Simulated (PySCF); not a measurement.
# C4H4N2O (pyrazine n-oxide): the cost of one run

Programs: PySCF 2.14.0, with routines of our own; each step states its level. All values are computed. Atoms count from 0.

### 1 The starting structure

11 atoms, charge 0, multiplicity 1; geometry from: GFN2-xTB.

### 2 Optimising the geometry at PBE0-D3(BJ)/def2-SVP

Job settings and geometry (Å):

```
{"job": {"xc": "PBE0", "basis": "def2-SVP", "d3": "d3bj", "grid": 2, "kind": "geom"}, "charge": 0, "multiplicity": 1}
O     -1.020452     2.171627     0.057091
N     -0.491276     1.046305     0.026396
C     -1.235716    -0.089139    -0.001917
C     -0.620702    -1.319473    -0.037108
N      0.695057    -1.477069    -0.043518
C      1.413499    -0.363952    -0.014358
C      0.858302     0.894646     0.019033
H     -2.305491     0.046391     0.005377
H     -1.211705    -2.224162    -0.060475
H      2.487325    -0.486874    -0.017799
H      1.436583     1.804372     0.041314
```

Command:

```bash
$ OMP_NUM_THREADS=1 python excited_run.py task.json out
```

One launch serves the whole session: the jobs run in the order shown.

Q: Estimate the wall time and peak memory of this first job on 1 thread of Arm Neoverse V1, shared host.

About 26 s, with a peak of 0.64 GiB.
